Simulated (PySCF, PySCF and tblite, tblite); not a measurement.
# C₃H₈BNO: a path driven as rotation about a bond, and NMR exchange

How fast is rotation about a bond in C₃H₈BNO (`C=C(C)OBN`), and when do the exchanging lines merge?

Programs: PySCF 2.14.0 with density-fitted response routines of our own, and tblite 0.8.0. All values are computed, except where a source is named. Atoms count from 0 throughout.

## (1) The starting structure

14 atoms, charge 0, multiplicity 1; geometry from: force field or distance geometry start.

Bonds of the start (Å): B4–H11 1.18, B4–N5 1.52, C0–C1 1.32, C0–H6 1.08, C0–H7 1.09, C1–C2 1.52, C1–O3 1.41, C2–H10 1.11, C2–H8 1.10, C2–H9 1.11, N5–H12 1.04, N5–H13 1.05, O3–B4 1.49.

## (2) GFN2-xTB relaxation, start minimum

The job: settings as JSON, then the geometry in Å.

```
{"job": {"xc": "GFN2-xTB", "basis": "xTB", "kind": "relax"}, "charge": 0, "multiplicity": 1}
C     -2.122000     0.714500     0.434300
C     -0.849400     0.381100     0.352500
C     -0.357400    -0.884200     1.044600
O      0.019900     1.225800    -0.362300
B      1.389200     0.875700    -0.840900
N      1.869700    -0.564700    -0.938600
H     -2.845600     0.107800     0.965700
H     -2.477700     1.623900    -0.044000
H      0.649100    -0.725500     1.472100
H     -0.340200    -1.714200     0.312600
H     -1.042700    -1.171400     1.875500
H      2.046900     1.733900    -1.318200
H      1.235000    -1.055400    -1.593500
H      2.824600    -0.547800    -1.381900
```

On the command line:

```console
> OMP_NUM_THREADS=1 python ens_run.py task.json out
```

The driver reads the study from task.json and runs its stages one after another.

Standard output:

```text
step      E/eV     max force
  0    -509.63939    3.033
  1    -509.97624    2.050
  2    -510.15786    2.309
  3    -510.25164    0.831
  4    -510.29854    0.695
  5    -510.35313    0.848
  6    -510.40494    0.843
  7    -510.46252    0.567
  8    -510.48754    0.385
  9    -510.51351    0.487
 10    -510.53234    0.468
 11    -510.54772    0.398
 12    -510.56090    0.277
 13    -510.57046    0.289
 14    -510.58149    0.249
 15    -510.59009    0.210
 16    -510.59850    0.204
 17    -510.60315    0.173
 18    -510.60639    0.127
 19    -510.60893    0.119
 20    -510.61175    0.144
 21    -510.61492    0.169
 22    -510.61757    0.141
 23    -510.61990    0.120
 24    -510.62194    0.108
 25    -510.62337    0.098
 26    -510.62441    0.084
 27    -510.62529    0.099
 28    -510.62635    0.096
 29    -510.62772    0.127
 30    -510.62942    0.114
 31    -510.63085    0.086
 32    -510.63204    0.111
 33    -510.63338    0.114
 34    -510.63461    0.109
 35    -510.63537    0.072
 36    -510.63578    0.065
 37    -510.63610    0.064
 38    -510.63646    0.063
 39    -510.63678    0.044
 40    -510.63700    0.042
 41    -510.63719    0.031
 42    -510.63738    0.045
 43    -510.63759    0.047
 44    -510.63779    0.046
 45    -510.63799    0.041
 46    -510.63818    0.034
 47    -510.63832    0.027
 48    -510.63840    0.019
 49    -510.63845    0.024
 50    -510.63851    0.032
 51    -510.63860    0.033
 52    -510.63871    0.030
 53    -510.63885    0.036
 54    -510.63899    0.036
 55    -510.63915    0.048
 56    -510.63936    0.051
 57    -510.63965    0.060
 58    -510.64003    0.082
 59    -510.64050    0.085
 60    -510.64106    0.069
 61    -510.64168    0.085
 62    -510.64226    0.068
 63    -510.64290    0.079
 64    -510.64352    0.059
 65    -510.64394    0.051
 66    -510.64427    0.051
 67    -510.64454    0.069
 68    -510.64494    0.081
 69    -510.64550    0.117
 70    -510.64675    0.113
 71    -510.64762    0.083
 72    -510.64853    0.067
 73    -510.64926    0.096
 74    -510.64968    0.066
 75    -510.64997    0.063
 76    -510.65037    0.055
 77    -510.65066    0.088
 78    -510.65122    0.103
 79    -510.65189    0.108
 80    -510.65209    0.142
 81    -510.65243    0.077
 82    -510.65319    0.052
 83    -510.65361    0.056
 84    -510.65462    0.071
 85    -510.65490    0.060
 86    -510.65536    0.045
 87    -510.65557    0.047
 88    -510.65578    0.045
 89    -510.65598    0.049
 90    -510.65618    0.043
 91    -510.65638    0.030
 92    -510.65660    0.059
 93    -510.65683    0.058
 94    -510.65709    0.062
 95    -510.65740    0.065
 96    -510.65776    0.058
 97    -510.65814    0.082
 98    -510.65856    0.073
 99    -510.65907    0.088
100    -510.65946    0.089
101    -510.65946    0.152
102    -510.66076    0.092
103    -510.66143    0.070
104    -510.66245    0.231
105    -510.66406    0.059
106    -510.66494    0.070
107    -510.65925    0.418
108    -510.66652    0.074
109    -510.66738    0.065
110    -510.66481    0.378
111    -510.66961    0.086
112    -510.67073    0.099
113    -510.66799    0.451
114    -510.67413    0.109
115    -510.67603    0.116
116    -510.67649    0.456
117    -510.68243    0.104
118    -510.68512    0.099
119    -510.68271    0.491
120    -510.69072    0.060
121    -510.69250    0.060
122    -510.69310    0.293
123    -510.69572    0.129
124    -510.69661    0.073
125    -510.69824    0.110
126    -510.69889    0.056
127    -510.69965    0.045
128    -510.70087    0.058
129    -510.70181    0.087
130    -510.70253    0.109
131    -510.70320    0.099
132    -510.70389    0.087
133    -510.70466    0.087
134    -510.70536    0.094
135    -510.70583    0.073
136    -510.70602    0.054
137    -510.70623    0.072
138    -510.70649    0.051
139    -510.70700    0.049
140    -510.70755    0.055
141    -510.70821    0.069
142    -510.70887    0.082
143    -510.70956    0.073
144    -510.71017    0.065
145    -510.71060    0.052
146    -510.71095    0.074
147    -510.71134    0.036
148    -510.71157    0.026
149    -510.71167    0.023
150    -510.71179    0.020
151    -510.71188    0.024
152    -510.71198    0.024
153    -510.71207    0.024
154    -510.71218    0.029
155    -510.71228    0.021
156    -510.71239    0.028
157    -510.71247    0.029
158    -510.71262    0.037
159    -510.71289    0.044
160    -510.71336    0.054
161    -510.71403    0.064
162    -510.71481    0.064
163    -510.71541    0.066
164    -510.71596    0.065
165    -510.71661    0.065
166    -510.71716    0.041
167    -510.71744    0.062
168    -510.71766    0.050
169    -510.71788    0.033
170    -510.71811    0.031
171    -510.71828    0.035
172    -510.71851    0.035
173    -510.71866    0.032
174    -510.71876    0.017
175    -510.71881    0.017
176    -510.71884    0.013
177    -510.71887    0.010
178    -510.71889    0.011
179    -510.71890    0.008
180    -510.71891    0.010
181    -510.71891    0.007
182    -510.71892    0.003
183    -510.71892    0.003
```

Wall time 0.74 s (1 thread of Arm Neoverse V1, shared host).

The energy fell by 1.080 eV, and the atoms moved 1.22 Å (root mean square).

## (3) Relaxed scan, rotation

The job: settings as JSON, then the geometry in Å.

```
{"job": {"xc": "GFN2-xTB", "basis": "xTB", "coordinate": [["t", [5, 4, 3, 1], 0.5], ["t", [11, 4, 3, 1], 0.5]], "kind": "drive"}, "charge": 0, "multiplicity": 1}
C     -1.519916     0.149759    -0.291112
C     -0.510433     0.032210     0.561973
C     -0.523972    -0.890234     1.746736
O      0.626521     0.779391     0.488159
B      1.422653     0.951180    -0.595110
N      1.254613     0.259013    -1.797076
H     -2.420291    -0.423617    -0.170018
H     -1.482612     0.840588    -1.114992
H      0.288256    -1.611559     1.662488
H     -1.469826    -1.418162     1.816269
H     -0.362372    -0.315138     2.656790
H      2.312754     1.699867    -0.457620
H      0.516235    -0.408618    -1.943789
H      1.867712     0.354846    -2.584864
```

Standard output:

```text
point  coordinate     E/eV
  0     99.200     -510.69707
  1    113.800     -510.63217
  2    128.600     -510.53119
  3    143.700     -510.42051
  4    159.100     -510.41048
  5    174.500     -510.39608
  6    189.800     -510.40581
  7    205.100     -510.45358
  8    220.200     -510.52876
  9    235.100     -510.59555
 10    249.800     -510.64047
 11    264.600     -510.65877
```

Wall time 2 s (1 thread of Arm Neoverse V1, shared host).

The highest point is number 5, 6.9 kcal/mol above the first.

## (4) Nudged elastic band, leg 1

The job, as its differences from that of step 3:

```diff
@@ -1,2 +1,2 @@
-{"job": {"xc": "GFN2-xTB", "basis": "xTB", "coordinate": [["t", [5, 4, 3, 1], 0.5], ["t", [11, 4, 3, 1], 0.5]], "kind": "drive"}, "charge": 0, "multiplicity": 1}
+{"job": {"xc": "GFN2-xTB", "basis": "xTB", "kind": "neb"}, "charge": 0, "multiplicity": 1}
 C     -1.519916     0.149759    -0.291112
```

Standard output:

```text
image   E - E0 / eV
  0       0.0000
  1       0.0237
  2       0.0571
  3       0.1457
  4       0.3260
  5       0.0671
  6       0.0512
```

It took 3.4 s on 1 thread of Arm Neoverse V1, shared host; peak memory 0.19 GiB.

The highest point is number 4, 7.5 kcal/mol above the first.

## (5) Saddle search, leg 1

The job: settings as JSON, then the geometry in Å.

```
{"job": {"xc": "GFN2-xTB", "basis": "xTB", "kind": "saddle"}, "charge": 0, "multiplicity": 1}
C     -2.201808     0.424406     0.171567
C     -0.906484     0.154453     0.302807
C     -0.364194    -0.819911     1.312877
O     -0.001129     0.750622    -0.493438
B      1.350053     0.777908    -0.626039
N      1.944474    -0.049815    -1.577890
H     -2.935755    -0.054781     0.789579
H     -2.548292     1.135809    -0.555388
H      0.375634    -1.467963     0.844790
H     -1.164435    -1.424885     1.728756
H      0.128584    -0.280631     2.121951
H      2.011900     1.556442    -0.036528
H      1.406983    -0.709109    -2.116512
H      2.904470     0.007456    -1.866533
```

Standard output:

```text
step      E/eV     max force
  0    -510.39290   0.0282
  1    -510.39667   0.0943
  2    -510.39511   0.0355
  3    -510.39672   0.0404
  4    -510.39763   0.0437
  5    -510.39826   0.0463
  6    -510.39881   0.0375
  7    -510.39910   0.0439
  8    -510.39922   0.0071
  9    -510.39884   0.0885
 10    -510.39925   0.0127
 11    -510.39927   0.0010
lowest wavenumbers (cm-1): -192.4 56.9 123.2 132.0 353.7 398.2
```

It took 2.4 s on 1 thread of Arm Neoverse V1, shared host; peak memory 0.19 GiB.

Point group C1; 1 imaginary mode, 192i cm⁻¹, carried by O3, H11, N5, B4. Steps downhill from it reached both ends.

## (6) DFT refinement, start: PBE0-D3(BJ)/def2-SVP

The job: settings as JSON, then the geometry in Å.

```
{"job": {"xc": "PBE0", "basis": "def2-SVP", "kind": "refine"}, "charge": 0, "multiplicity": 1}
C     -1.519916     0.149759    -0.291112
C     -0.510433     0.032210     0.561973
C     -0.523972    -0.890234     1.746736
O      0.626521     0.779391     0.488159
B      1.422653     0.951180    -0.595110
N      1.254613     0.259013    -1.797076
H     -2.420291    -0.423617    -0.170018
H     -1.482612     0.840588    -1.114992
H      0.288256    -1.611559     1.662488
H     -1.469826    -1.418162     1.816269
H     -0.362372    -0.315138     2.656790
H      2.312754     1.699867    -0.457620
H      0.516235    -0.408618    -1.943789
H      1.867712     0.354846    -2.584864
```

Standard output:

```text
step      E/eV     max force
  0     -7442.57242   1.0705
  1     -7442.63237   0.2102
  2     -7442.63261   0.0611
  3     -7442.63349   0.1273
  4     -7442.63399   0.0356
  5     -7442.63406   0.0100
```

Run time: 52 s. Hardware: 1 thread of Arm Neoverse V1, shared host; peak memory 0.55 GiB.

The energy fell by 0.062 eV, and the atoms moved 0.05 Å (root mean square).

**DFT refinement, saddle of leg 1: PBE0-D3(BJ)/def2-SVP**

The job: settings as JSON, then the geometry in Å.

```
{"job": {"xc": "PBE0", "basis": "def2-SVP", "kind": "refine"}, "charge": 0, "multiplicity": 1}
C     -2.218168     0.397871     0.155885
C     -0.914929     0.169395     0.285260
C     -0.342853    -0.808912     1.273467
O     -0.019601     0.820716    -0.481783
B      1.337747     0.796701    -0.598486
N      1.932312    -0.051573    -1.529954
H     -2.934177    -0.115640     0.767823
H     -2.592256     1.106731    -0.559569
H      0.234016    -1.571510     0.750639
H     -1.133023    -1.285791     1.844981
H      0.331924    -0.290291     1.954004
H      2.013054     1.552764     0.004286
H      1.398334    -0.688601    -2.097859
H      2.907619    -0.031860    -1.768697
```

Standard output:

```text
step      E/eV     max force
  0     -7442.31251   0.8635
  1     -7442.36598   0.2304
  2     -7442.37042   0.1983
  3     -7442.36989   0.1208
  4     -7442.37028   0.1271
  5     -7442.36884   0.2844
  6     -7442.37120   0.0988
  7     -7442.37121   0.0821
  8     -7442.37082   0.2003
  9     -7442.37149   0.0736
 10     -7442.37049   0.2266
 11     -7442.37156   0.0428
 12     -7442.37166   0.0105
```

Wall time 1.9 min (1 thread of Arm Neoverse V1, shared host); peak memory 0.55 GiB.

Gain 0.059 eV; displacement 0.08 Å root mean square.

DFT refinement, end: PBE0-D3(BJ)/def2-SVP:

The job: settings as JSON, then the geometry in Å.

```
{"job": {"xc": "PBE0", "basis": "def2-SVP", "kind": "refine"}, "charge": 0, "multiplicity": 1}
C     -2.195271     0.132148     0.077713
C     -0.897505    -0.058815     0.296330
C     -0.368429    -0.604303     1.590981
O     -0.022749     0.247554    -0.694795
B      1.337116     0.199339    -0.683309
N      1.958464     0.565853    -1.877939
H     -2.929336    -0.097551     0.826250
H     -2.548006     0.525103    -0.858593
H      0.207470    -1.510626     1.410441
H     -1.190962    -0.831783     2.261804
H      0.288388     0.122856     2.066022
H      2.003270    -0.115580     0.234039
H      1.430003     0.843535    -2.686552
H      2.951253     0.585724    -2.017273
```

Standard output:

```text
step      E/eV     max force
  0     -7442.58240   0.8364
  1     -7442.63615   0.1569
  2     -7442.63646   0.2257
  3     -7442.63233   0.2899
  4     -7442.63774   0.0616
  5     -7442.63759   0.0643
  6     -7442.63798   0.0112
```

Run time: 60 s. Hardware: 1 thread of Arm Neoverse V1, shared host; peak memory 0.56 GiB.

The energy fell by 0.056 eV, and the atoms moved 0.06 Å (root mean square).

## (7) Shieldings, start: PBE0/pcSseg-1

The job: settings as JSON, then the geometry in Å.

```
{"job": {"kind": "nmr", "xc": "PBE0", "basis": "pcSseg-1", "pop": false}, "charge": 0, "multiplicity": 1}
C     -1.550484     0.172905    -0.303259
C     -0.533410     0.053515     0.559852
C     -0.502631    -0.888055     1.717902
O      0.581455     0.831163     0.499509
B      1.424141     0.945367    -0.586033
N      1.250803     0.219446    -1.767337
H     -2.440042    -0.447984    -0.191276
H     -1.527688     0.907147    -1.111033
H      0.347437    -1.582604     1.622599
H     -1.431555    -1.466098     1.797384
H     -0.348768    -0.323469     2.650842
H      2.354858     1.704696    -0.458031
H      0.477153    -0.416687    -1.914952
H      1.898054     0.290187    -2.538334
```

Standard output:

```text
coarse grid: 11456 points
cycle   1  E = -273.5421939481  dE =  6.643e-01  |g| = 6.535e-01  |ddm| = 3.155e+00
cycle   2  E = -273.4914626106  dE =  5.073e-02  |g| = 8.580e-01  |ddm| = 1.026e+00
cycle   3  E = -273.6272460422  dE = -1.358e-01  |g| = 1.123e-01  |ddm| = 6.187e-01
cycle   4  E = -273.6293717901  dE = -2.126e-03  |g| = 3.765e-02  |ddm| = 8.483e-02
cycle   5  E = -273.6296221260  dE = -2.503e-04  |g| = 1.610e-02  |ddm| = 3.788e-02
cycle   6  E = -273.6296865512  dE = -6.443e-05  |g| = 3.221e-03  |ddm| = 1.496e-02
cycle   7  E = -273.6296888236  dE = -2.272e-06  |g| = 1.024e-03  |ddm| = 2.901e-03
final grid: 110008 points
cycle   8  E = -273.6717723865  dE = -3.368e-05  |g| = 1.133e-02  |ddm| = 2.666e-02
cycle   9  E = -273.6717447876  dE =  2.760e-05  |g| = 1.667e-02  |ddm| = 1.665e-02
cycle  10  E = -273.6717979416  dE = -5.315e-05  |g| = 1.705e-03  |ddm| = 1.026e-02
cycle  11  E = -273.6717985879  dE = -6.463e-07  |g| = 3.336e-04  |ddm| = 1.564e-03
cycle  12  E = -273.6717986071  dE = -1.919e-08  |g| = 1.683e-04  |ddm| = 3.520e-04
cycle  13  E = -273.6717986139  dE = -6.798e-09  |g| = 3.368e-05  |ddm| = 1.465e-04
cycle  14  E = -273.6717986142  dE = -2.974e-10  |g| = 7.724e-06  |ddm| = 3.963e-05
converged SCF energy = -273.6717986142

GIAO shielding tensors (ppm)
atom      isotropic    diamagn.    paramagn.     s11        s22        s33       span
  0 C       85.223     257.277    -172.053    -14.511    119.534    150.647    165.158
  1 C       19.513     255.517    -236.005   -101.346     57.089    102.795    204.141
  2 C      160.216     247.095     -86.879    141.867    152.236    186.545     44.678
  3 O      136.431     397.882    -261.451     47.204    113.054    249.035    201.832
  4 B       75.880     197.298    -121.418     44.229     80.874    102.538     58.309
  5 N      184.033     321.116    -137.083     99.018    209.976    243.105    144.086
  6 H       26.645      31.438      -4.793     24.213     25.571     30.149      5.936
  7 H       26.809      32.303      -5.494     23.387     25.766     31.274      7.888
  8 H       29.492      29.645      -0.153     25.952     28.083     34.441      8.490
  9 H       29.611      29.260       0.351     25.809     28.519     34.505      8.695
 10 H       29.195      27.899       1.295     25.717     27.230     34.637      8.921
 11 H       26.997      29.814      -2.816     24.432     26.653     29.908      5.476
 12 H       27.908      34.039      -6.131     21.215     28.207     34.303     13.088
 13 H       28.389      29.886      -1.497     23.991     25.094     36.081     12.090
```

It took 12 s on 1 thread of Arm Neoverse V1, shared host; peak memory 0.71 GiB.

Key values: HOMO -6.87 eV, LUMO 0.42 eV; dipole 2.17 D.

## (8) Shieldings, saddle of leg 1: PBE0/pcSseg-1

The job: settings as JSON, then the geometry in Å.

```
{"job": {"kind": "nmr", "xc": "PBE0", "basis": "pcSseg-1", "pop": false}, "charge": 0, "multiplicity": 1}
C     -2.236855     0.387274     0.142355
C     -0.918433     0.195964     0.274316
C     -0.298456    -0.774545     1.230806
O     -0.050521     0.912580    -0.473641
B      1.323656     0.809122    -0.591277
N      1.880347    -0.087242    -1.503057
H     -2.937983    -0.179669     0.753834
H     -2.623346     1.117043    -0.570664
H      0.330600    -1.505733     0.697248
H     -1.064380    -1.319362     1.796065
H      0.354841    -0.246688     1.945324
H      2.051818     1.527649     0.060374
H      1.313568    -0.682281    -2.094942
H      2.875144    -0.154112    -1.666740
```

Standard output:

```text
coarse grid: 11456 points
cycle   1  E = -273.5270533328  dE =  6.786e-01  |g| = 6.710e-01  |ddm| = 3.165e+00
cycle   2  E = -273.4676757509  dE =  5.938e-02  |g| = 8.949e-01  |ddm| = 1.176e+00
cycle   3  E = -273.6169540812  dE = -1.493e-01  |g| = 1.107e-01  |ddm| = 7.426e-01
cycle   4  E = -273.6191039097  dE = -2.150e-03  |g| = 3.588e-02  |ddm| = 8.901e-02
cycle   5  E = -273.6193240689  dE = -2.202e-04  |g| = 1.686e-02  |ddm| = 3.617e-02
cycle   6  E = -273.6193941153  dE = -7.005e-05  |g| = 2.939e-03  |ddm| = 1.539e-02
cycle   7  E = -273.6193960475  dE = -1.932e-06  |g| = 9.091e-04  |ddm| = 2.700e-03
final grid: 110008 points
cycle   8  E = -273.6610288104  dE = -2.398e-05  |g| = 1.072e-02  |ddm| = 2.041e-02
cycle   9  E = -273.6610037844  dE =  2.503e-05  |g| = 1.582e-02  |ddm| = 1.549e-02
cycle  10  E = -273.6610518199  dE = -4.804e-05  |g| = 1.571e-03  |ddm| = 9.682e-03
cycle  11  E = -273.6610523735  dE = -5.537e-07  |g| = 2.875e-04  |ddm| = 1.531e-03
cycle  12  E = -273.6610523878  dE = -1.431e-08  |g| = 1.488e-04  |ddm| = 3.108e-04
cycle  13  E = -273.6610523932  dE = -5.367e-09  |g| = 2.643e-05  |ddm| = 1.249e-04
cycle  14  E = -273.6610523934  dE = -1.745e-10  |g| = 6.795e-06  |ddm| = 2.932e-05
converged SCF energy = -273.6610523934

GIAO shielding tensors (ppm)
atom      isotropic    diamagn.    paramagn.     s11        s22        s33       span
  0 C       91.072     254.833    -163.762     -4.591    129.613    148.193    152.784
  1 C       23.945     253.155    -229.210    -89.724     59.184    102.375    192.099
  2 C      160.887     251.068     -90.181    139.970    158.491    184.201     44.231
  3 O      152.579     399.394    -246.815     63.176    169.326    225.234    162.057
  4 B       71.953     196.679    -124.726     39.176     74.511    102.172     62.996
  5 N      163.971     319.871    -155.900     69.385    202.619    219.908    150.523
  6 H       27.099      30.453      -3.354     24.854     25.629     30.815      5.961
  7 H       26.910      30.512      -3.602     23.848     25.131     31.751      7.903
  8 H       29.335      31.641      -2.306     25.323     29.280     33.402      8.079
  9 H       29.642      29.996      -0.354     25.663     28.482     34.781      9.118
 10 H       29.637      30.240      -0.602     26.386     27.847     34.679      8.293
 11 H       26.744      30.236      -3.492     24.508     26.490     29.233      4.725
 12 H       28.032      32.583      -4.551     23.614     25.503     34.978     11.364
 13 H       27.838      29.523      -1.685     23.887     24.536     35.090     11.203
```

Run time: 12 s. Hardware: 1 thread of Arm Neoverse V1, shared host; peak memory 0.72 GiB.

Key values: HOMO -6.25 eV, LUMO 0.75 eV; dipole 2.70 D.

(Part 1 of 2 ends here.)
